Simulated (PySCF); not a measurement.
# CH₃NSeSi: NMR shifts at several levels of theory, part 2 of 2

PySCF 2.14.0. Atoms count from 0. Earlier steps stand in the parts before.

## Step 10: Nuclear shieldings: B97-D/pcSseg-2

The job: settings as JSON, then the geometry in Å.

```
{"job": {"kind": "nmr", "xc": "B97-D", "basis": "pcSseg-2", "pop": false}, "charge": 0, "multiplicity": 1}
N      2.216525    -1.437410     0.144524
C      1.390721    -0.625493     0.079082
Si     0.027850     0.634341    -0.020478
Se    -1.845181    -0.284295    -0.906482
H      0.462698     1.697980    -0.961709
H     -0.170778     1.150765     1.359454
H     -2.047945    -1.164939     0.255658
```

Method: GIAO B97-D/pcSseg-2 NMR shielding, non-relativistic, gas phase.

What it wrote:

```text
coarse grid: 31464 points
cycle   1  E = -2786.9275166144  dE = -7.837e-01  |g| = 8.267e-01  |ddm| = 2.205e+00
cycle   2  E = -2786.6697049622  dE =  2.578e-01  |g| = 1.139e+00  |ddm| = 9.512e-01
cycle   3  E = -2786.7977220260  dE = -1.280e-01  |g| = 8.907e-01  |ddm| = 1.007e+00
cycle   4  E = -2786.9747638991  dE = -1.770e-01  |g| = 9.903e-02  |ddm| = 3.708e-01
cycle   5  E = -2786.9766360074  dE = -1.872e-03  |g| = 4.127e-02  |ddm| = 1.093e-01
cycle   6  E = -2786.9770726820  dE = -4.367e-04  |g| = 1.160e-02  |ddm| = 4.106e-02
cycle   7  E = -2786.9770920510  dE = -1.937e-05  |g| = 3.406e-03  |ddm| = 1.172e-02
cycle   8  E = -2786.9770950971  dE = -3.046e-06  |g| = 7.865e-04  |ddm| = 4.502e-03
final grid: 63320 points
cycle   9  E = -2786.9770617709  dE =  1.234e-07  |g| = 1.404e-03  |ddm| = 2.959e-03
cycle  10  E = -2786.9770607528  dE =  1.018e-06  |g| = 2.609e-03  |ddm| = 3.833e-03
cycle  11  E = -2786.9770622748  dE = -1.522e-06  |g| = 4.171e-04  |ddm| = 2.254e-03
cycle  12  E = -2786.9770623088  dE = -3.409e-08  |g| = 1.981e-04  |ddm| = 2.748e-04
cycle  13  E = -2786.9770623174  dE = -8.571e-09  |g| = 9.035e-06  |ddm| = 9.983e-05
cycle  14  E = -2786.9770623174  dE = -5.457e-12  |g| = 5.353e-06  |ddm| = 1.323e-05
converged SCF energy = -2786.9770623174

GIAO shielding tensors (ppm)
atom      isotropic    diamagn.    paramagn.     s11        s22        s33       span
  0 N      -93.621     332.179    -425.800   -287.325   -271.114    277.577    564.901
  1 C       58.554     264.343    -205.790    -59.835    -50.000    285.496    345.331
  2 Si     400.252     877.983    -477.731    353.073    395.589    452.095     99.022
  3 Se    2086.256    3002.819    -916.563   1844.309   2002.840   2411.618    567.309
  4 H       26.537      27.984      -1.446     22.887     24.897     31.829      8.942
  5 H       26.288      28.372      -2.084     22.065     24.862     31.935      9.870
  6 H       30.702      29.985       0.717     21.500     26.136     44.470     22.970
```

Wall time 42 s (1 thread of Arm Neoverse N1, shared host); peak memory 0.89 GiB.

Key values: δ C1 120.5, N0 351.5, Si2 -63.7, Se3 -448, H4 4.98, H6 0.69 ppm (means over like atoms).

## Step 11: Nuclear shieldings: B3LYP/pcSseg-2

Same as in step 10 but for these lines:

```diff
@@ -1,2 +1,2 @@
-{"job": {"kind": "nmr", "xc": "B97-D", "basis": "pcSseg-2", "pop": false}, "charge": 0, "multiplicity": 1}
+{"job": {"kind": "nmr", "xc": "B3LYP", "basis": "pcSseg-2", "pop": false}, "charge": 0, "multiplicity": 1}
 N      2.216525    -1.437410     0.144524
```

Level: GIAO B3LYP/pcSseg-2 NMR shielding, non-relativistic, gas phase.

What it wrote:

```text
coarse grid: 31464 points
cycle   1  E = -2785.8259864157  dE = -7.947e-01  |g| = 9.879e-01  |ddm| = 2.173e+00
cycle   2  E = -2785.6743631820  dE =  1.516e-01  |g| = 1.100e+00  |ddm| = 7.364e-01
cycle   3  E = -2785.7817421414  dE = -1.074e-01  |g| = 6.868e-01  |ddm| = 7.475e-01
cycle   4  E = -2785.8818738576  dE = -1.001e-01  |g| = 8.087e-02  |ddm| = 2.908e-01
cycle   5  E = -2785.8824989073  dE = -6.250e-04  |g| = 1.522e-02  |ddm| = 4.080e-02
cycle   6  E = -2785.8825440133  dE = -4.511e-05  |g| = 4.035e-03  |ddm| = 1.596e-02
cycle   7  E = -2785.8825488234  dE = -4.810e-06  |g| = 1.002e-03  |ddm| = 4.708e-03
final grid: 63320 points
cycle   8  E = -2785.8825117368  dE =  2.042e-07  |g| = 1.456e-03  |ddm| = 2.268e-03
cycle   9  E = -2785.8825103521  dE =  1.385e-06  |g| = 2.951e-03  |ddm| = 2.638e-03
cycle  10  E = -2785.8825121600  dE = -1.808e-06  |g| = 6.682e-04  |ddm| = 1.552e-03
cycle  11  E = -2785.8825122689  dE = -1.090e-07  |g| = 6.477e-05  |ddm| = 4.325e-04
cycle  12  E = -2785.8825122694  dE = -4.716e-10  |g| = 3.815e-06  |ddm| = 3.520e-05
converged SCF energy = -2785.8825122694

GIAO shielding tensors (ppm)
atom      isotropic    diamagn.    paramagn.     s11        s22        s33       span
  0 N     -109.930     330.362    -440.292   -311.927   -296.314    278.451    590.378
  1 C       52.254     264.072    -211.818    -71.140    -61.399    289.302    360.442
  2 Si     388.419     876.674    -488.254    340.866    383.941    440.451     99.585
  3 Se    2109.659    3000.364    -890.706   1854.687   2036.063   2438.226    583.539
  4 H       26.561      27.777      -1.216     22.852     24.860     31.971      9.119
  5 H       26.345      28.122      -1.777     22.111     24.880     32.044      9.933
  6 H       30.660      30.057       0.603     21.409     25.942     44.628     23.219
```

Wall time 35 s (1 thread of Arm Neoverse N1, shared host); peak memory 0.98 GiB.

Key values: δ C1 126.9, N0 368.4, Si2 -63.8, Se3 -434, H4 4.94, H6 0.73 ppm (means over like atoms).

## Step 12: Comparing the runs: NMR shifts

Shifts (ppm), means over like atoms, with basis size and wall time:

```
           run     C1    H4    H6     N0    Si2   Se3  functions  time
   HF/pcSseg-2  133.3  4.59  1.09  379.2  -57.1  -343        220  24 s
  LDA/pcSseg-2  129.7  5.38  1.10  381.6  -69.2  -449        220  34 s
  PBE/pcSseg-2  124.4  5.15  0.76  366.6  -67.2  -445        220  41 s
 BLYP/pcSseg-2  123.1  5.06  0.57  363.7  -67.6  -462        220  40 s
 BP86/pcSseg-2  123.6  5.15  0.75  363.7  -66.1  -440        220  40 s
 OPBE/pcSseg-2  121.6  5.06  0.88  355.5  -62.8  -434        220  41 s
  KT2/pcSseg-2  115.1  5.15  0.79  344.9  -66.0  -423        220  42 s
  KT3/pcSseg-2  114.8  4.94  0.65  340.4  -63.5  -438        220  42 s
B97-D/pcSseg-2  120.5  4.98  0.69  351.5  -63.7  -448        220  42 s
B3LYP/pcSseg-2  126.9  4.94  0.73  368.4  -63.8  -434        220  35 s
```

## Step 13: Summary of results

The summary covers parts 1 to 2.

```
                                                            quantity             value
                                ¹³C shifts against TMS (HF/pcSseg-2)         133.3 ppm
¹H shifts against TMS (HF/pcSseg-2, means over atoms taken as alike)    4.59, 1.09 ppm
                                ¹⁵N shifts against NH3 (HF/pcSseg-2)         379.2 ppm
                               ²⁹Si shifts against TMS (HF/pcSseg-2)         -57.1 ppm
                             ⁷⁷Se shifts against Me2Se (HF/pcSseg-2)          -343 ppm
                                           range of the shift of Se3  -462 to -343 ppm
```

What this shows: Single values in the summary come from the first run of each kind that ended normally (HF/pcSseg-2), which need not be the best level. At HF/pcSseg-2: The widest tensor belongs to Se3: span 650 ppm, with a paramagnetic part of -742 ppm. Across the 10 runs the shift of Se3 moves most, between -462 (BLYP/pcSseg-2) and -343 ppm (HF/pcSseg-2). Spin-orbit coupling is left out, which matters for shieldings and couplings at and beside the heavy atoms.
